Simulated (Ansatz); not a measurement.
# YP: a single-point run

Aim: a sound single-point run of YP. The structure is shown as the input types it. The cell is built on a prototype (CsCl type) and needn't be the phase found in nature.

Method: density functional or hybrid calculation with the settings of its input, plane waves (as first typed), in Ansatz 0.2.0.

8 further runs of the same task are left out: 1 for a known fault of the program, 7 that didn't finish.

**1. Starting point**

Symmetry: Pm-3m, No. 221, cubic system. Conventional cell: a = 3.476 Å, b = 3.476 Å, c = 3.476 Å, α = 90.00°, β = 90.00°, γ = 90.00°. Y (site symmetry m-3m) is surrounded by 8 P at 3.01 Å. P (site symmetry m-3m) is surrounded by 8 Y at 3.01 Å.

As a file:

```
Y P
1.0
     3.47606    0.00000    0.00000
     0.00000    3.47606    0.00000
     0.00000    0.00000    3.47606
Y P
1 1
Direct
  0.00000 0.00000 0.00000
  0.50000 0.50000 0.50000
```

**2. Input and run**

input.yaml reads:

```yaml
crystal:
  lattice:
    - [3.4760620265, 0.0, 0.0]
    - [0.0, 3.4760620265, 0.0]
    - [0.0, 0.0, 3.4760620265]
  atoms:
    - { symbol: "Y", position: [0.0, 0.0, 0.0] }
    - { symbol: P, position: [0.5, 0.5, 0.5] }
kpoints:
  mp_grid: { grid: [6, 6, 6] }
hamiltonian:
  xc: r2scan
scf:
  occupations: { method: fermi_dirac, width: 0.02 }
  n_extra_bands: 4
  mixing: { beta: 0.005 }
  max_iter: 88
output:
  forces: true
  stress: true
  eigenvalues: true
```

Command:

```console
> ansatz run input.yaml --threads 4 --pin off --max-ram 3686MiB --backend cpu --events-out ev --progress --plain --runs-dir out
```

Q: Will this input give a usable result? If not, why, and what should change?

The run converged and reported no error. Convergence says nothing about whether the input makes sense.

In the input, scf.mixing.beta is 0.005. The risk: mixing too weak. Here it converged all the same; such a setting changes the road, not the converged state.

The test: delete scf.mixing.beta (the default then holds).
